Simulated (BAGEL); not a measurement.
**A workflow on singlet GeNH4O+**

We compute the energy (singlet GeNH4O+, HF/def2-SVP), then the energy (doublet GeNH4O, NEVPT2(3,3)/def2-SVP), then a single-point energy (doublet GeNH4O, CASPT2(3,3)/def2-SVP) of GeH4NO. 

The calculation is run with BAGEL 1.2.2.

3 further runs of the same task are left out: 3 set aside as unsound or not needed.

**1. Starting point**

The species is GeNH4O+ (7 atoms), meant as a singlet with charge +1. SMILES of the parent species: `[NH][GeH2][OH]`. One bond was lengthened or shortened from a relaxed shape. That shape belongs to the parent species and isn't relaxed for this state.

Bond lengths: N1–Ge2 1.860 Å, Ge2–O3 1.772 Å, N1–H4 1.025 Å, Ge2–H5 1.544 Å, Ge2–H6 1.536 Å, O3–H7 0.816 Å. Angles: N1–Ge2–O3 106.5°, N1–Ge2–H5 107.6°, N1–Ge2–H6 113.8°, O3–Ge2–H5 110.8°, O3–Ge2–H6 105.4°, Ge2–N1–H4 110.2°, Ge2–O3–H7 111.8°, H5–Ge2–H6 112.6°.

**2. A single-point energy at HF/def2-SVP (density fitting with svp-jkfit) (run 1)**

input.json reads:

```json
{ "bagel": [

{
  "title": "molecule",
  "basis": "svp",
  "df_basis": "svp-jkfit",
  "geometry": [
    { "atom": "N", "xyz": [    -2.19396447,    -1.35572921,    -1.54377396 ] },
    { "atom": "Ge", "xyz": [     0.20938921,     0.51037534,     0.21669489 ] },
    { "atom": "O", "xyz": [     2.84801380,    -1.50482860,     0.64547375 ] },
    { "atom": "H", "xyz": [    -3.88281271,    -0.40651977,    -1.58232438 ] },
    { "atom": "H", "xyz": [     0.92124904,     2.81092793,    -1.43020142 ] },
    { "atom": "H", "xyz": [    -0.62227925,     1.26683271,     2.89179120 ] },
    { "atom": "H", "xyz": [     3.05152975,    -2.44530561,    -0.56068174 ] }
  ]
},

{ "title": "hf", "charge": 1 },

{ "title": "print", "file": "orbitals.molden", "orbitals": true }

]}
```

On the command line:

```console
$ BAGEL_NUM_THREADS=1 BAGEL input.json > input.out
```

Standard output:

```text
* using 1 threads per process

  ===============================================================
  ===============================================================

  *** Geometry ***

  { "atom" : "N", "xyz" : [     -2.193964,     -1.355729,     -1.543774 ] },
  { "atom" : "Ge", "xyz" : [      0.209389,      0.510375,      0.216695 ] },
  { "atom" : "O", "xyz" : [      2.848014,     -1.504829,      0.645474 ] },
  { "atom" : "H", "xyz" : [     -3.882813,     -0.406520,     -1.582324 ] },
  { "atom" : "H", "xyz" : [      0.921249,      2.810928,     -1.430201 ] },
  { "atom" : "H", "xyz" : [     -0.622279,      1.266833,      2.891791 ] },
  { "atom" : "H", "xyz" : [      3.051530,     -2.445306,     -0.560682 ] },

  Number of auxiliary basis functions:      492

  Since a DF basis is specified, we compute 2- and 3-index integrals:
    o Being stored without compression. Storage requirement is 0.025 GB

  Number of basis functions:       80
  Number of electrons      :       51

    * METHOD: MOLECULE                             0.49

  *** RHF ***

  === Nuclear Repulsion ===
   205.0734071251

      * DIIS with orbital gradients will be used.

  === RHF iteration (svp) ===
      0      -2205.89047085          0.02253347           0.13
      1      -2206.05745473          0.01644160           0.13
      2      -2206.16831344          0.00263903           0.12
[... 23 lines of this table left out ...]
     26      -2206.18047994          0.00000001           0.11
    * SCF iteration converged.

    * Permanent dipole moment:
           (    2.205082,    -0.306295,     1.057488) a.u.

    * METHOD: HF                                   3.20

    * METHOD: PRINT                                0.03

  ===============================================================
```

It took 4.2 s on 1 thread of Intel Xeon Platinum 8259CL at 2.50GHz (Skylake/Cascade Lake), shared host; peak memory 0.15 GiB.

**3. Doublet neutral GeNH4O: a single-point energy at NEVPT2(3,3)/def2-SVP (density fitting with svp-jkfit) (run 2)**

calc.json reads:

```json
{ "bagel": [

{
  "title": "molecule",
  "basis": "svp",
  "df_basis": "svp-jkfit",
  "angstrom": false,
  "geometry": [
    { "atom": "N", "xyz": [    -2.19396447,    -1.35572921,    -1.54377396 ] },
    { "atom": "Ge", "xyz": [     0.20938921,     0.51037534,     0.21669489 ] },
    { "atom": "O", "xyz": [     2.84801380,    -1.50482860,     0.64547375 ] },
    { "atom": "H", "xyz": [    -3.88281271,    -0.40651977,    -1.58232438 ] },
    { "atom": "H", "xyz": [     0.92124904,     2.81092793,    -1.43020142 ] },
    { "atom": "H", "xyz": [    -0.62227925,     1.26683271,     2.89179120 ] },
    { "atom": "H", "xyz": [     3.05152975,    -2.44530561,    -0.56068174 ] }
  ]
},

{
  "title": "hf",
  "charge": 1
},

{
  "title": "casscf",
  "nstate": 1,
  "nact": 3,
  "nclosed": 24,
  "nspin": 1,
  "active": [17, 26, 32],
  "maxiter": 200,
  "natocc": true
},

{
  "title": "nevpt2",
  "nstate": 1,
  "nact": 3,
  "nclosed": 24,
  "nspin": 1,
  "active": [17, 26, 32],
  "maxiter": 200,
  "natocc": true,
  "ncore": 11
},

{
  "title": "print",
  "file": "orbitals.molden",
  "orbitals": true
}

]}
```

On the command line:

```console
$ BAGEL_NUM_THREADS=1 BAGEL calc.json > calc.out
```

Standard output:

```text
* using 1 threads per process

  ===============================================================
  ===============================================================

  *** Geometry ***

[... 31 lines left out ...]
    * SCF iteration converged.
[... 1 line left out ...]
    * Permanent dipole moment:
[... 28 lines left out ...]
    * Second-order optimization converged. *
[... 13 lines left out ...]
     * ci vector, state   0, <S^2> = 0.7500
[... 3 lines left out ...]
    * METHOD: CASSCF                               9.98

    * freezing 11 orbitals

  === DF-NEVPT2 calculation ===

    * 3-index integral transformation done
    * assembly done

      NEVPT2 correlation energy:   -0.5347621355      0.51

          (+0)     -0.4070023407
          (+0)'    -0.0422433635
          (+1)     -0.0120688149
          (+1)'    -0.0000141296
          (+2)     -0.0003210452
          (-1)     -0.0655075062
          (-1)'    -0.0000137727
          (-2)     -0.0075911627

      NEVPT2 total energy:       -2207.1346979670

    * METHOD: NEVPT2                               0.80

    * METHOD: PRINT                                0.03

  ===============================================================
```

Wall time 15 s (1 thread of Intel Xeon Platinum 8259CL at 2.50GHz (Skylake/Cascade Lake), shared host); peak memory 0.15 GiB.

**4. Doublet neutral GeNH4O: the energy at CASPT2(3,3)/def2-SVP (density fitting with svp-jkfit) (run 3)**

input.json reads:

```json
{ "bagel" : [

{
  "title" : "molecule",
  "basis" : "svp",
  "df_basis" : "svp-jkfit",
  "angstrom" : false,
  "geometry" : [
    { "atom" : "N", "xyz" : [    -2.19396447,    -1.35572921,    -1.54377396 ] },
    { "atom" : "Ge", "xyz" : [     0.20938921,     0.51037534,     0.21669489 ] },
    { "atom" : "O", "xyz" : [     2.84801380,    -1.50482860,     0.64547375 ] },
    { "atom" : "H", "xyz" : [    -3.88281271,    -0.40651977,    -1.58232438 ] },
    { "atom" : "H", "xyz" : [     0.92124904,     2.81092793,    -1.43020142 ] },
    { "atom" : "H", "xyz" : [    -0.62227925,     1.26683271,     2.89179120 ] },
    { "atom" : "H", "xyz" : [     3.05152975,    -2.44530561,    -0.56068174 ] }
  ]
},

{ "title" : "hf", "charge" : 1 },

{ "title" : "casscf", "nstate" : 1, "nact" : 3, "nclosed" : 24, "nspin" : 1, "active" : [17, 26, 32], "maxiter" : 200, "natocc" : true },

{ "title" : "print", "file" : "orbitals.molden", "orbitals" : true },

{ "title" : "smith", "method" : "caspt2", "ms" : true, "xms" : true, "sssr" : true, "shift" : 0.2, "shift_imag" : true, "ncore" : 11 }

]}
```

On the command line:

```console
$ BAGEL_NUM_THREADS=1 BAGEL input.json > input.out
```

Standard output:

```text
* using 1 threads per process

  ===============================================================
  ===============================================================

  *** Geometry ***

[... 33 lines left out ...]
    * Permanent dipole moment:
[... 42 lines left out ...]
     * ci vector, state   0, <S^2> = 0.7500
[... 21 lines left out ...]
       #      aibj      arbs      arbi      airj      risj      airs      arst      rist         Etot      error   time
[... 10 lines left out ...]
      ------------------------------------------------------------------------------------------------------------------

    * CASPT2 energy : state  0    -2207.1415858048
        w/o shift correction      -2207.1395577381
        reference weight              0.8729451884

    * METHOD: SMITH                                1.76

  ===============================================================
```

Run time: 16 s. Hardware: 1 thread of Intel Xeon Platinum 8259CL at 2.50GHz (Skylake/Cascade Lake), shared host; peak memory 0.21 GiB.

**5. What came out**

```
                                   quantity           value
           run 1, HF/def2-SVP: total energy  -2206.18048 Eh
            run 1, HF/def2-SVP: HOMO energy       -18.32 eV
            run 1, HF/def2-SVP: LUMO energy        -8.81 eV
          run 1, HF/def2-SVP: HOMO–LUMO gap         9.51 eV
doublet neutral GeNH4O, run 2: total energy  -2207.13470 Eh
doublet neutral GeNH4O, run 3: total energy  -2207.14159 Eh
```
